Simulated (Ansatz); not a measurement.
# CdS (Hawleyite): properties at the relaxed cell

One table from this session's results is given with a row withheld; the runs are named, their logs left out.

Program: Ansatz 0.2.0. Level of theory: DFT PBE, scalar-relativistic, plane waves, PAW. These are calculated values, not measurements.

1 further run of the same task is left out (set aside as unsound or not needed).

### The system as given

The structure is cubic, space group F-43m (No. 216). The conventional cell has a = 5.926 Å, b = 5.926 Å, c = 5.926 Å, α = 90.00°, β = 90.00°, γ = 90.00°. Around Cd (site symmetry -43m) lie 4 S at 2.57 Å. Around S (site symmetry -43m) lie 4 Cd at 2.57 Å.

Structure file:

```
CELL_PARAMETERS angstrom
0.00000 2.96321 2.96321
2.96321 0.00000 2.96321
2.96321 2.96321 0.00000
ATOMIC_POSITIONS crystal
Cd 0.00000 0.00000 0.00000
S 0.25000 0.25000 0.25000
```

This cell was relaxed beforehand with the same method: volume 26.02 Å³/atom, gap on the mesh 1.04 eV.

The first run:

Contents of input.yaml:

```yaml
crystal:
  lattice:
    - [0.0, 2.9632113921, 2.9632113921]
    - [2.9632113921, 0.0, 2.9632113921]
    - [2.9632113921, 2.9632113921, 0.0]
  atoms:
    - { symbol: Cd, position: [0.0, 0.0, 0.0] }
    - { symbol: S, position: [0.25, 0.25, 0.25] }
basis:
  ecutwfc: 420
kpoints:
  mp_grid: { grid: [8, 8, 8] }
  band_path:
    path:
      - [[0.0, 0.0, 0.0], [-0.5, -0.5, 0.0], [-0.375, -0.375, 0.25]]
      - [[-0.375, 0.0, 0.375], [0.0, 0.0, 0.0], [0.0, 0.0, 0.5], [-0.5, -0.25, 0.25], [-0.5, -0.5, 0.0]]
    npoints: 14
hamiltonian:
  xc: pbe
scf:
  occupations: { method: gaussian, width: 0.02 }
  n_extra_bands: 6
output:
  forces: true
  stress: true
  eigenvalues: true
  populations: true
  dos: { projected: true, de: 0.02, nscf_kmesh: { grid: [12, 12, 12] } }
  bader: true
  write_density: true
  write_potential: true
  elf: true
  volumetric_format: npy
```

Run with:

```
ansatz run input.yaml --threads 1 --pin off --max-ram 2560MiB --backend cpu --events-out ev --progress --plain --runs-dir out
```

Steps of the session up to this table: Electronic structure at the relaxed geometry; Seeking the band edges over the whole zone; Eigenvalues a small step from each edge; Back to the database's cell; The cell scaled to 0.97 of its volume; Volume × 1.03; Volume × 0.94; Point at V/V0 = 1.06; The cell scaled to 0.91 of its volume; Point at V/V0 = 1.10; The cell scaled to 0.88 of its volume.

One of the session's tables, all rows but one given; the rest of the session is left out.

It belongs to the step «Equation of state». 

| volume (Å³/atom) | energy above the lowest point (meV/atom) | pressure (GPa) | gap on the mesh (eV) |
| --- | --- | --- | --- |
| 22.897 | 79.4 | 9.16 | 1.31 |
| 23.677 | 42.0 | 6.26 | 1.24 |
| 24.458 | 17.6 | 3.82 | 1.18 |
| 25.238 | 4.2 | 1.75 | 1.11 |
| 26.019 | 0.0 | 0.01 | 1.04 |
| 26.799 | 3.7 | -1.47 | 0.98 |
| 27.580 | ? | ? | ? |
| 28.621 | 36.2 | -4.09 | 0.83 |

Q: Estimate the row for volume (Å³/atom) = 27.580 from the others.

Worked estimate for «energy above the lowest point (meV/atom)». A straight line through the neighbours (26.799, 3.7) and (28.621, 36.2) gives 3.7 + (36.2 − 3.7) × (27.580 − 26.799) / (28.621 − 26.799) = 17.6; a parabola fitted to 3 rows on both sides gives 13.5.

As computed: energy above the lowest point (meV/atom): 14.0; pressure (GPa): -2.72; gap on the mesh (eV): 0.91. In «energy above the lowest point (meV/atom)» the line misses by +3.6 and the parabola by -0.5.
